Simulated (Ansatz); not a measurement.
**BFH7NSi2: one species, many methods**

How much do the methods differ for BFH7NSi2? The plan is to run it at one geometry with functionals of several rungs and with coupled cluster. The yardstick is the atomisation energy at the CCSD(T) limit.

Computed with Ansatz 0.2.0, Gaussian basis. Level: functionals in def2-TZVPP, the program's frozen cores in correlated methods.

The runs, in order: PBE-D4, r2SCAN-D4, PBE0-D4, B3LYP-D4, ωB97X-V, ωB97M-V, B2PLYP; CCSD(T)/def2-TZVPP; MP2/def2-QZVPP; extrapolation to the limit.

### 1 The relaxed structure

All runs share one geometry, relaxed beforehand with PBE0-D4 in a triple-zeta def2 set.

SMILES `B[SiH](F)[SiH2]N`, 12 atoms, charge 0, spin multiplicity 1.

Atoms are counted from 1 here; the program's logs count them from 0.

Bond lengths: B1–Si2 1.985 Å, B1–H6 1.195 Å, B1–H7 1.198 Å, Si2–F3 1.612 Å, Si2–Si4 2.361 Å, Si2–H8 1.493 Å, Si4–N5 1.720 Å, Si4–H9 1.487 Å, Si4–H10 1.498 Å, N5–H11 1.006 Å, N5–H12 1.007 Å. Angles: Si2–B1–H6 124.4°, Si2–B1–H7 117.5°, H6–B1–H7 117.8°, B1–Si2–F3 114.3°, B1–Si2–Si4 107.6°, B1–Si2–H8 110.7°, F3–Si2–Si4 110.4°, F3–Si2–H8 107.2°, Si4–Si2–H8 106.4°, Si2–Si4–N5 110.7°, Si2–Si4–H9 110.4°, Si2–Si4–H10 105.5°, N5–Si4–H9 107.1°, N5–Si4–H10 116.1°, H9–Si4–H10 107.1°, Si4–N5–H11 121.4°, Si4–N5–H12 120.0°, H11–N5–H12 111.1°.

### 2 PBE-D4 (GGA)

Input file in.yaml:

```yaml
crystal:
  periodic: [false, false, false]
  atoms:
    - {symbol: B, position_ang: [-1.701923, 1.295689, 0.543546]}
    - {symbol: Si, position_ang: [-1.231833, -0.260342, -0.595351]}
    - {symbol: F, position_ang: [-1.256945, 0.043332, -2.178460]}
    - {symbol: Si, position_ang: [0.908827, -1.006634, 0.065630]}
    - {symbol: N, position_ang: [2.072299, 0.247488, -0.111725]}
    - {symbol: H, position_ang: [-1.772481, 2.422336, 0.151717]}
    - {symbol: H, position_ang: [-1.834271, 1.102489, 1.718231]}
    - {symbol: H, position_ang: [-2.169077, -1.395770, -0.349679]}
    - {symbol: H, position_ang: [1.350957, -2.136996, -0.794284]}
    - {symbol: H, position_ang: [0.733310, -1.549934, 1.450020]}
    - {symbol: H, position_ang: [1.924810, 1.159889, 0.286148]}
    - {symbol: H, position_ang: [3.053328, 0.023255, -0.151691]}
basis:
  gaussian: {orbitals: def2-TZVPP}
hamiltonian: {xc: pbe, dispersion: d4}
output: {forces: true, orbitals: {seedname: orbitals}}
```

Command:

```console
$ ansatz run in.yaml --threads 4 --pin off --events-out ev --progress --plain --max-ram 10444MiB
```

Log, shortened:

```text
Functional definition: PBE
  name "PBE"
  cite "Perdew, Burke & Ernzerhof, Phys. Rev. Lett. 77, 3865 (1996) doi:10.1103/PhysRevLett.77.3865"
  parent pbe
[...]
1469 factors; their error is unknown
[...]
mean field -20742.24394419 eV, -762.2634053510 hartree, gradient 9.4e-6 eV, S^2 0.000000; 0 other end points of the search recorded, 0 dependent functions left out
[...]
reference -20742.24399457 eV, -762.2634072023 hartree; 28, 28 occupied and 247, 247 virtual orbitals, 1469 factors
Total energy: -20742.50330382 eV, -762.2729366418 hartree
Atom 0 at    -1.701923     1.295689     0.543546 Å, force     0.043949    -0.149630    -0.061436 eV/Å
Atom 1 at    -1.231833    -0.260342    -0.595351 Å, force    -0.068474     0.164371     0.482734 eV/Å
Atom 2 at    -1.256945     0.043332    -2.178460 Å, force     0.014093     0.083980    -0.603319 eV/Å
Atom 3 at     0.908827    -1.006634     0.065630 Å, force    -0.121183    -0.104456     0.080619 eV/Å
Atom 4 at     2.072299     0.247488    -0.111725 Å, force    -0.069237     0.002086    -0.183854 eV/Å
Atom 5 at    -1.772481     2.422336     0.151717 Å, force    -0.000545     0.125112    -0.048238 eV/Å
Atom 6 at    -1.834271     1.102489     1.718231 Å, force    -0.011448    -0.021501     0.129024 eV/Å
Atom 7 at    -2.169077    -1.395770    -0.349679 Å, force    -0.081475    -0.158518     0.048258 eV/Å
Atom 8 at     1.350957    -2.136996    -0.794284 Å, force     0.045266    -0.119174    -0.101387 eV/Å
Atom 9 at     0.733310    -1.549934     1.450020 Å, force    -0.046304    -0.072978     0.140051 eV/Å
Atom 10 at     1.924810     1.159889     0.286148 Å, force    -0.041942     0.313924     0.135671 eV/Å
Atom 11 at     3.053328     0.023255    -0.151691 Å, force     0.337300    -0.063214    -0.018125 eV/Å
Dipole moment:     0.302089     0.096911     0.313322 e Å
```

It took 3 s on 4 threads of Arm Neoverse V1, shared host; peak memory 0.38 GiB.

With the free atoms at this level, -20701.183 eV in sum, the atomisation energy is 41.320 eV. HOMO -6.05 eV, LUMO -3.54 eV.

### 3 r2SCAN-D4 (meta-GGA)

in.yaml, as its differences from that of step 2:

```diff
@@ -17,3 +17,3 @@
   gaussian: {orbitals: def2-TZVPP}
-hamiltonian: {xc: pbe, dispersion: d4}
+hamiltonian: {xc: r2scan, dispersion: d4}
 output: {forces: true, orbitals: {seedname: orbitals}}
```

Same command.

Log, shortened:

```text
Functional definition: r2SCAN
  name "r2SCAN"
  cite "Furness, Kaplan, Ning, Perdew & Sun, J. Phys. Chem. Lett. 11, 8208 (2020) doi:10.1021/acs.jpclett.0c02405"
  cite "Furness, Kaplan, Ning, Perdew & Sun, J. Phys. Chem. Lett. 11, 9248 (2020) doi:10.1021/acs.jpclett.0c03077"
  parent r2scan
[...]
1469 factors; their error is unknown
[...]
mean field -20752.39508493 eV, -762.6364528925 hartree, gradient 3.7e-5 eV, S^2 0.000000; 0 other end points of the search recorded, 0 dependent functions left out
[...]
reference -20752.39510066 eV, -762.6364534707 hartree; 28, 28 occupied and 247, 247 virtual orbitals, 1469 factors
Total energy: -20752.46046595 eV, -762.6388556009 hartree
Atom 0 at    -1.701923     1.295689     0.543546 Å, force     0.017382    -0.048070    -0.001335 eV/Å
Atom 1 at    -1.231833    -0.260342    -0.595351 Å, force    -0.080899     0.076402     0.060749 eV/Å
Atom 2 at    -1.256945     0.043332    -2.178460 Å, force     0.017133    -0.003611    -0.061254 eV/Å
Atom 3 at     0.908827    -1.006634     0.065630 Å, force    -0.000283    -0.045221     0.033953 eV/Å
Atom 4 at     2.072299     0.247488    -0.111725 Å, force    -0.022510    -0.012933    -0.042330 eV/Å
Atom 5 at    -1.772481     2.422336     0.151717 Å, force     0.005385    -0.030784     0.015518 eV/Å
Atom 6 at    -1.834271     1.102489     1.718231 Å, force     0.004843     0.014712    -0.032560 eV/Å
Atom 7 at    -2.169077    -1.395770    -0.349679 Å, force     0.023235    -0.001165     0.008778 eV/Å
Atom 8 at     1.350957    -2.136996    -0.794284 Å, force    -0.004984     0.012657     0.010817 eV/Å
Atom 9 at     0.733310    -1.549934     1.450020 Å, force    -0.007462    -0.004469    -0.015685 eV/Å
Atom 10 at     1.924810     1.159889     0.286148 Å, force     0.023012     0.020816     0.013687 eV/Å
Atom 11 at     3.053328     0.023255    -0.151691 Å, force     0.025149     0.021666     0.009662 eV/Å
Dipole moment:     0.287560     0.113424     0.330304 e Å
```

It took 5.5 s on 4 threads of Arm Neoverse V1, shared host; peak memory 0.41 GiB.

With the free atoms at this level, -20711.332 eV in sum, the atomisation energy is 41.128 eV. HOMO -6.31 eV, LUMO -3.27 eV.

### 4 PBE0-D4 (hybrid)

in.yaml, as its differences from that of step 3:

```diff
@@ -17,3 +17,3 @@
   gaussian: {orbitals: def2-TZVPP}
-hamiltonian: {xc: r2scan, dispersion: d4}
-output: {forces: true, orbitals: {seedname: orbitals}}
+hamiltonian: {xc: pbe0, dispersion: d4}
+output: {orbitals: {seedname: orbitals}}
```

The command is unchanged.

Log:

```text
Functional definition: PBE0
  name "PBE0"
  cite "Adamo & Barone, J. Chem. Phys. 110, 6158 (1999) doi:10.1063/1.478522"
  cite "Perdew, Burke & Ernzerhof, Phys. Rev. Lett. 77, 3865 (1996) doi:10.1103/PhysRevLett.77.3865"
  parent pbe
  parameter a = 0.25
  parameter kappa = 0.804
  parameter beta = 0.06672455060314922
  exchange = (1 - a)*pbe_x(kappa = kappa, mu = beta*pi^2/3) + a*exact_x
  correlation = pbe_c(beta = beta)
1475 factors; their error is unknown
mean field evaluation 1: about -20736.6736 eV, gradient 6.5e1 eV
mean field evaluation 2: about -20725.6537 eV, gradient 9.4e1 eV
mean field evaluation 4: about -20744.1615 eV, gradient 2.8e0 eV
mean field evaluation 8: about -20744.1875 eV, gradient 1.0e-1 eV
mean field evaluation 16: about -20744.2288 eV, gradient 9.6e-5 eV
mean field -20744.22877606 eV, -762.3363465771 hartree, gradient 3.0e-5 eV, S^2 0.000000; 0 other end points of the search recorded, 0 dependent functions left out
reference -20744.22881400 eV, -762.3363479714 hartree; 28, 28 occupied and 247, 247 virtual orbitals, 1475 factors
Total energy: -20744.45126269 eV, -762.3445228099 hartree
```

Run time: 3.7 s. Hardware: 4 threads of Arm Neoverse V1, shared host; peak memory 0.73 GiB.

With the free atoms at this level, -20703.633 eV in sum, the atomisation energy is 40.818 eV. HOMO -7.28 eV, LUMO -2.63 eV.

### 5 B3LYP-D4 (hybrid)

B3LYP here takes the VWN-RPA correlation.

in.yaml, as its differences from that of step 4:

```diff
@@ -17,3 +17,3 @@
   gaussian: {orbitals: def2-TZVPP}
-hamiltonian: {xc: pbe0, dispersion: d4}
-output: {orbitals: {seedname: orbitals}}
+hamiltonian: {xc: {name: B3LYP}, dispersion: d4}
+output: {forces: true, orbitals: {seedname: orbitals}}
```

The command is unchanged.

Log, shortened:

```text
Functional definition: B3LYP
  name "B3LYP"
  cite "Stephens, Devlin, Chabalowski & Frisch, J. Phys. Chem. 98, 11623 (1994) doi:10.1021/j100096a001"
  cite "Becke, Phys. Rev. A 38, 3098 (1988) doi:10.1103/PhysRevA.38.3098"
  cite "Lee, Yang & Parr, Phys. Rev. B 37, 785 (1988) doi:10.1103/PhysRevB.37.785"
  cite "Vosko, Wilk & Nusair, Can. J. Phys. 58, 1200 (1980) doi:10.1139/p80-159"
[...]
1475 factors; their error is unknown
[...]
mean field -20757.84716253 eV, -762.8368130488 hartree, gradient 5.3e-5 eV, S^2 0.000000; 0 other end points of the search recorded, 0 dependent functions left out
[...]
reference -20757.84746830 eV, -762.8368242856 hartree; 28, 28 occupied and 247, 247 virtual orbitals, 1475 factors
Total energy: -20758.26565235 eV, -762.8521922662 hartree
Atom 0 at    -1.701923     1.295689     0.543546 Å, force    -0.036736     0.107186     0.076135 eV/Å
[...]
Atom 2 at    -1.256945     0.043332    -2.178460 Å, force     0.000140     0.042363    -0.199654 eV/Å
Atom 3 at     0.908827    -1.006634     0.065630 Å, force    -0.043104    -0.224904     0.026270 eV/Å
Atom 4 at     2.072299     0.247488    -0.111725 Å, force     0.045803     0.047615     0.003246 eV/Å
Atom 5 at    -1.772481     2.422336     0.151717 Å, force     0.008112    -0.117527     0.049002 eV/Å
Atom 6 at    -1.834271     1.102489     1.718231 Å, force     0.014835     0.029815    -0.125632 eV/Å
Atom 7 at    -2.169077    -1.395770    -0.349679 Å, force     0.044244     0.060870    -0.018523 eV/Å
Atom 8 at     1.350957    -2.136996    -0.794284 Å, force    -0.017462     0.062985     0.055123 eV/Å
Atom 9 at     0.733310    -1.549934     1.450020 Å, force     0.018424     0.031210    -0.076709 eV/Å
Atom 10 at     1.924810     1.159889     0.286148 Å, force     0.031779     0.021204    -0.004228 eV/Å
Atom 11 at     3.053328     0.023255    -0.151691 Å, force     0.019126     0.034005    -0.000119 eV/Å
Dipole moment:     0.265347     0.118223     0.345674 e Å
```

It took 6 s on 4 threads of Arm Neoverse V1, shared host; peak memory 0.83 GiB.

With the free atoms at this level, -20717.043 eV in sum, the atomisation energy is 41.223 eV. HOMO -7.08 eV, LUMO -2.82 eV.

### 6 ωB97X-V (range-separated)

in.yaml, as its differences from that of step 5:

```diff
@@ -17,3 +17,3 @@
   gaussian: {orbitals: def2-TZVPP}
-hamiltonian: {xc: {name: B3LYP}, dispersion: d4}
-output: {forces: true, orbitals: {seedname: orbitals}}
+hamiltonian: {xc: {name: wB97X-V}}
+output: {orbitals: {seedname: orbitals}}
```

Launched as before.

Log, shortened:

```text
Functional definition: wB97X-V
  name "wB97X-V"
  cite "Mardirossian & Head-Gordon, Phys. Chem. Chem. Phys. 16, 9904 (2014) doi:10.1039/C3CP54374A"
  cite "Becke, J. Chem. Phys. 107, 8554 (1997) doi:10.1063/1.475007"
  cite "Vydrov & Van Voorhis, J. Chem. Phys. 133, 244103 (2010) doi:10.1063/1.3521275"
[...]
      + integral(e_c_pw_opposite_spin*poly(b97_u_opposite, cos0, cos1)) + vv10(b, c)
1475 factors; their error is unknown
354 factors; integrals over basis functions are off by at most 1.2e-5 eV
[...]
mean field -20752.36002334 eV, -762.6351644029 hartree, gradient 2.8e-5 eV, S^2 0.000000; 0 other end points of the search recorded, 0 dependent functions left out
reference -20752.36002077 eV, -762.6351643083 hartree; 28, 28 occupied and 247, 247 virtual orbitals, 1475 factors
Total energy: -20752.36002077 eV, -762.6351643083 hartree
```

Run time: 9.5 s. Hardware: 4 threads of Arm Neoverse V1, shared host; peak memory 0.9 GiB.

With the free atoms at this level, -20710.929 eV in sum, the atomisation energy is 41.431 eV. HOMO -9.57 eV, LUMO -0.48 eV.

### 7 ωB97M-V (range-separated)

in.yaml, as its differences from that of step 6:

```diff
@@ -17,3 +17,3 @@
   gaussian: {orbitals: def2-TZVPP}
-hamiltonian: {xc: {name: wB97X-V}}
-output: {orbitals: {seedname: orbitals}}
+hamiltonian: {xc: {name: wB97M-V}}
+output: {forces: true, orbitals: {seedname: orbitals}}
```

Same command.

Log, shortened:

```text
Functional definition: wB97M-V
  name "wB97M-V"
  cite "Mardirossian & Head-Gordon, J. Chem. Phys. 144, 214110 (2016) doi:10.1063/1.4952647"
  cite "Becke, J. Chem. Phys. 107, 8554 (1997) doi:10.1063/1.475007"
  cite "Vydrov & Van Voorhis, J. Chem. Phys. 133, 244103 (2010) doi:10.1063/1.3521275"
  # Of w^i u^j: cxij and so on, Table III.
[...]
  gx(w, u) = 1 - cx + cx01*u + cx10*w
  gss(w, u) = css00 + css04*u^4 + css10*w + css20*w^2 + css43*w^4*u^3
  gos(w, u) = cos00 + cos10*w + (cos20 + cos21*u)*w^2 + (cos60 + cos61*u)*w^6
[...]
      + integral(e_c_pw_mod_opposite_spin*gos(b97_w_opposite, b97_u_opposite)) + vv10(b, c)
1475 factors; their error is unknown
354 factors; integrals over basis functions are off by at most 1.2e-5 eV
[...]
Atom 2 at    -1.256945     0.043332    -2.178460 Å, force    -0.003753     0.047984    -0.141880 eV/Å
Atom 3 at     0.908827    -1.006634     0.065630 Å, force    -0.158724    -0.207442    -0.004086 eV/Å
Atom 4 at     2.072299     0.247488    -0.111725 Å, force     0.060457     0.044956     0.010509 eV/Å
Atom 5 at    -1.772481     2.422336     0.151717 Å, force     0.005060    -0.155662     0.058666 eV/Å
Atom 6 at    -1.834271     1.102489     1.718231 Å, force     0.019568     0.025868    -0.159243 eV/Å
Atom 7 at    -2.169077    -1.395770    -0.349679 Å, force     0.087791     0.135561    -0.022210 eV/Å
Atom 8 at     1.350957    -2.136996    -0.794284 Å, force    -0.045189     0.123457     0.098534 eV/Å
Atom 9 at     0.733310    -1.549934     1.450020 Å, force     0.028426     0.059977    -0.143740 eV/Å
Atom 10 at     1.924810     1.159889     0.286148 Å, force     0.024455    -0.010163    -0.013141 eV/Å
Atom 11 at     3.053328     0.023255    -0.151691 Å, force    -0.021691     0.028790     0.007483 eV/Å
Dipole moment:     0.254459     0.138045     0.346895 e Å
```

It took 15 s on 4 threads of Arm Neoverse V1, shared host; peak memory 1.1 GiB.

Atomisation energy: 41.204 eV (free atoms -20711.982 eV, run apart). HOMO -9.39 eV, LUMO -0.73 eV.

### 8 B2PLYP (double hybrid)

in.yaml, as its differences from that of step 7:

```diff
@@ -17,3 +17,2 @@
   gaussian: {orbitals: def2-TZVPP}
-hamiltonian: {xc: {name: wB97M-V}}
-output: {forces: true, orbitals: {seedname: orbitals}}
+hamiltonian: {xc: {name: B2PLYP}}
```

The command is unchanged.

Log, shortened:

```text
Functional definition: B2PLYP
  name "B2PLYP"
  cite "Grimme, J. Chem. Phys. 124, 034108 (2006) doi:10.1063/1.2148954"
  cite "Becke, Phys. Rev. A 38, 3098 (1988) doi:10.1103/PhysRevA.38.3098"
  cite "Lee, Yang & Parr, Phys. Rev. B 37, 785 (1988) doi:10.1103/PhysRevB.37.785"
[...]
1608 factors; integrals over basis functions are off by at most 1.0e-3 eV
[...]
mean field -20739.18515675 eV, -762.1509969859 hartree, gradient 3.8e-6 eV, S^2 0.000000; 0 other end points of the search recorded, 0 dependent functions left out
13 core orbitals not correlated: weight in the atoms' cores, before any rotation towards them, 1.000 or more for the frozen orbitals, at most 0.000 for the correlated occupied ones
reference -20739.18535029 eV, -762.1510040983 hartree; 15, 15 occupied and 247, 247 virtual orbitals, 1608 factors
second order -26.48506570 eV of doubles, -0.00000000 eV of singles
Total energy: -20746.33631803 eV, -762.4137973156 hartree
```

It took 7 s on 4 threads of Arm Neoverse V1, shared host; peak memory 0.73 GiB.

With the free atoms at this level, -20705.695 eV in sum, the atomisation energy is 40.641 eV.

### 9 Orbital energies across the functionals

Dipoles come from the runs that computed forces. Levels are read from the orbital files that the runs wrote:

```tsv
functional	HOMO (eV)	LUMO (eV)	gap (eV)	dipole (D)
PBE-D4	-6.05	-3.54	2.50	2.14
r2SCAN-D4	-6.31	-3.27	3.04	2.17
PBE0-D4	-7.28	-2.63	4.65	
B3LYP-D4	-7.08	-2.82	4.27	2.17
ωB97X-V	-9.57	-0.48	9.08	
ωB97M-V	-9.39	-0.73	8.67	2.17
```

### 10 CCSD(T) in def2-TZVPP

in.yaml, as its differences from that of step 8:

```diff
@@ -17,2 +17,2 @@
   gaussian: {orbitals: def2-TZVPP}
-hamiltonian: {xc: {name: B2PLYP}}
+correlation: {method: ccsd_t}
```

The command is unchanged.

Log, shortened:

```text
Functional definition: HF
  name "HF"
  cite "Fock, Z. Phys. 61, 126 (1930) doi:10.1007/BF01340294"
  parent pbe
[...]
1608 factors; integrals over basis functions are off by at most 1.0e-3 eV
[...]
mean field -20698.84203455 eV, -760.6684145908 hartree, gradient 2.5e-6 eV, S^2 0.000000; 0 other end points of the search recorded, 0 dependent functions left out
13 core orbitals not correlated: weight in the atoms' cores, before any rotation towards them, 1.000 or more for the frozen orbitals, at most 0.000 for the correlated occupied ones
reference -20698.84203455 eV, -760.6684145908 hartree; 15, 15 occupied and 247, 247 virtual orbitals, 1608 factors
second order -21.90987574 eV of doubles, -0.00000000 eV of singles
cycle   1  -22.76578897 eV  change   -8.6e-1 eV  update   1.1e-1
[...]
cycle  11  -23.45803598 eV  change    1.6e-5 eV  update   2.2e-5
perturbative correction -0.78703959 eV, -0.0289231715 hartree
Total energy: -20723.08711012 eV, -761.5594046841 hartree
```

It took 3.5 min on 4 threads of Arm Neoverse V1, shared host; peak memory 7.2 GiB.

### 11 MP2 in def2-QZVPP

in.yaml, as its differences from that of step 10:

```diff
@@ -16,3 +16,3 @@
 basis:
-  gaussian: {orbitals: def2-TZVPP}
-correlation: {method: ccsd_t}
+  gaussian: {orbitals: "def2-QZVPP.json"}
+correlation: {method: mp2}
```

Same command.

Log:

```text
Functional definition: HF
  name "HF"
  cite "Fock, Z. Phys. 61, 126 (1930) doi:10.1007/BF01340294"
  parent pbe
  exchange = exact_x
  correlation = 0
3082 factors; integrals over basis functions are off by at most 1.1e-3 eV
mean field evaluation 1: about -20694.7798 eV, gradient 4.5e1 eV
mean field evaluation 2: about -20694.9106 eV, gradient 4.5e1 eV
mean field evaluation 4: about -20699.4961 eV, gradient 4.0e0 eV
mean field evaluation 8: about -20699.5819 eV, gradient 3.5e-1 eV
mean field -20699.58271835 eV, -760.6956342181 hartree, gradient 9.6e-6 eV, S^2 0.000000; 0 other end points of the search recorded, 0 dependent functions left out
13 core orbitals not correlated: weight in the atoms' cores, before any rotation towards them, 1.000 or more for the frozen orbitals, at most 0.000 for the correlated occupied ones
reference -20699.58271835 eV, -760.6956342181 hartree; 15, 15 occupied and 493, 493 virtual orbitals, 3082 factors
second order -23.68998057 eV of doubles, -0.00000000 eV of singles
Total energy: -20723.27269892 eV, -761.5662249465 hartree
```

Wall time 27 s (4 threads of Arm Neoverse V1, shared host); peak memory 3.4 GiB.

Energy pieces by basis (eV):

```tsv
basis	HF	MP2 correlation	CCSD correlation	(T)	total
def2-TZVPP	-20698.8420	-21.9099	-23.4580	-0.7870	-20723.0871
def2-QZVPP	-20699.5827	-23.6900			-20723.2727 (MP2)
```

The report of the def2-TZVPP run gives T1 = 0.0128.

### 12 The basis-set limit

This step is arithmetic on the last runs, with X = 3 and 4: exp(−7.88√X) for Hartree-Fock, X^−2.97 for correlation; only MP2 was run in the larger set, so CCSD(T) minus MP2 is added from the smaller one.

```tsv
level	energy at the limit (eV)
HF	-20699.6847
MP2	-20724.6933
CCSD	-20726.2415
CCSD(T)	-20727.0285
```

### 13 All levels against the reference

Atomisation energy = energies of 1 B, 2 Si, 1 F, 1 N, 7 H (separate runs, same level) minus the molecule's; electronic only, no spin-orbit term.

Differences are taken before rounding.

```tsv
method	rung	atoms, summed (eV)	atomisation energy (eV)	from CCSD(T)/CBS (eV)	time
PBE-D4	GGA	-20701.183	41.320	+0.215	3 s
r2SCAN-D4	meta-GGA	-20711.332	41.128	+0.023	5.5 s
PBE0-D4	hybrid	-20703.633	40.818	-0.287	3.7 s
B3LYP-D4	hybrid	-20717.043	41.223	+0.117	6 s
ωB97X-V	range-separated	-20710.929	41.431	+0.326	9.5 s
ωB97M-V	range-separated	-20711.982	41.204	+0.099	15 s
B2PLYP	double hybrid	-20705.695	40.641	-0.464	7 s
HF/def2-TZVPP	wavefunction	-20668.333	30.509	-10.596	
MP2/def2-TZVPP	wavefunction	-20680.530	40.222	-0.884	
CCSD/def2-TZVPP	wavefunction	-20682.857	39.443	-1.663	
CCSD(T)/def2-TZVPP	wavefunction	-20683.184	39.904	-1.202	3.5 min
MP2/CBS	wavefunction	-20683.270	41.424	+0.318	
CCSD(T)/CBS	wavefunction	-20685.923	41.105	0	4 min
```

Among the levels timed on like hardware and quicker than the yardstick, those that no quicker one beats, quickest first: PBE-D4 (3 s, +0.215 eV); r2SCAN-D4 (5.5 s, +0.023 eV).

B2PLYP carry no dispersion term (for B3LYP, D4 adds 0.418 eV).

Times are those of the molecule's run; HF, MP2 and CCSD come out of the CCSD(T) runs, and the limit's time is the sum of the runs that it needs.

### 14 What came out

| quantity | value |
| --- | --- |
| atomisation energy, CCSD(T)/CBS | 41.105 eV |
| functionals within 0.206 eV (0.5 %) | r2SCAN-D4, B3LYP-D4, ωB97M-V |
| farthest | B2PLYP (-0.464 eV) |
| mean size of error, hybrid | 0.202 eV |
| mean size of error, range-separated | 0.212 eV |
| gap, smallest and largest | 2.50 eV (PBE-D4), 9.08 eV (ωB97X-V) |
| T1 diagnostic | 0.0128 |
| triples share of the correlation energy | 3.2 % |

What this shows: PBE-D4 is off by +0.215 eV. Double hybrids carry the basis error of their MP2 part in triple zeta, and no dispersion term here, so their miss is partly the set-up's. Misses under about 0.206 eV are within the doubt on the reference itself, which lacks core-valence correlation, relativity and higher excitations. Hartree-Fock recovers 74 % of the binding; the rest is correlation. Orbital gaps span 2.5 to 9.1 eV; exact exchange widens them.

r2SCAN-D4 reaches 0.023 eV from the reference in 5.5 s, where CCSD(T)/CBS took 4 min; the quickest level in the cost chart, PBE-D4, takes 3 s and misses by 0.215 eV.
